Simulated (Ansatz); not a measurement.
**B2H4SSi: how energies converge with the basis set**

An exercise on one series of results from a longer session: the logs are not shown, and one member is left open.

Method: one geometry, several basis sets; program: Ansatz 0.2.0, Gaussian basis.

Levels to be run: PBE0-D4/def2-SVP; ωB97M-V/def2-SVP; PBE0-D4/def2-QZVPP; ωB97M-V/def2-QZVPP; the functionals' def2-TZVPP values are taken from earlier runs.

## Structure used throughout

An earlier PBE0-D4 in a triple-zeta def2 set relaxation fixed the geometry.

8 atoms, charge 0, spin multiplicity 1.

Atoms are counted from 1 here; the program's logs count them from 0.

Bond lengths: S1–Si2 2.212 Å, S1–B3 1.922 Å, S1–H5 1.359 Å, Si2–B4 1.874 Å, Si2–H6 1.492 Å, B3–B4 1.610 Å, B3–H7 1.193 Å, B4–H8 1.185 Å. Angles: Si2–S1–B3 62.5°, Si2–S1–H5 104.4°, B3–S1–H5 101.6°, S1–Si2–B4 90.9°, S1–Si2–H6 108.1°, B4–Si2–H6 150.5°, S1–B3–B4 111.3°, S1–B3–H7 114.8°, B4–B3–H7 133.8°, Si2–B4–B3 76.1°, Si2–B4–H8 135.2°, B3–B4–H8 141.8°.

Geometry (Å):

```xyz
8
B2H4SSi
S    -0.7495    0.6261   -1.3439
Si   -0.7273    0.4445    0.8601
B     0.5250   -0.5835   -0.5657
B    -0.0771   -1.3090    0.7391
H     0.0269    1.7114   -1.6014
H    -0.6574    1.8186    1.4368
H     1.5949   -0.5910   -1.0945
H     0.1567   -2.1741    1.5137
```

Set-up of the first run:

Input file in.yaml:

```yaml
crystal:
  periodic: [false, false, false]
  atoms:
    - {symbol: S, position_ang: [-0.749546, 0.626106, -1.343920]}
    - {symbol: Si, position_ang: [-0.727321, 0.444457, 0.860145]}
    - {symbol: B, position_ang: [0.525037, -0.583495, -0.565743]}
    - {symbol: B, position_ang: [-0.077138, -1.308994, 0.739102]}
    - {symbol: H, position_ang: [0.026943, 1.711375, -1.601376]}
    - {symbol: H, position_ang: [-0.657417, 1.818606, 1.436788]}
    - {symbol: H, position_ang: [1.594887, -0.591022, -1.094462]}
    - {symbol: H, position_ang: [0.156656, -2.174133, 1.513666]}
basis:
  gaussian: {orbitals: def2-SVP}
hamiltonian: {xc: pbe0, dispersion: d4}
output: {orbitals: {seedname: orbitals}}
```

Run with:

```sh
ansatz run in.yaml --threads 2 --pin off --events-out ev --progress --plain --max-ram 4352MiB
```

Among the steps run: PBE0-D4 in def2-SVP; ωB97M-V in def2-SVP; PBE0-D4 in def2-QZVPP; ωB97M-V in def2-QZVPP.

One table of the session follows, with a row left open; its other results are not shown here.

```
functional       basis  HOMO (eV)
   PBE0-D4    def2-SVP      -6.35
   PBE0-D4  def2-TZVPP      -6.37
   PBE0-D4  def2-QZVPP      -6.37
   ωB97M-V    def2-SVP          ?
   ωB97M-V  def2-TZVPP      -8.28
   ωB97M-V  def2-QZVPP      -8.28
```

Q: Estimate the row for ωB97M-V, def2-SVP from the others.

As computed: HOMO (eV): -8.23. In the column «HOMO (eV)» it lies between ωB97M-V, def2-QZVPP (-8.28) and PBE0-D4, def2-TZVPP (-6.37).
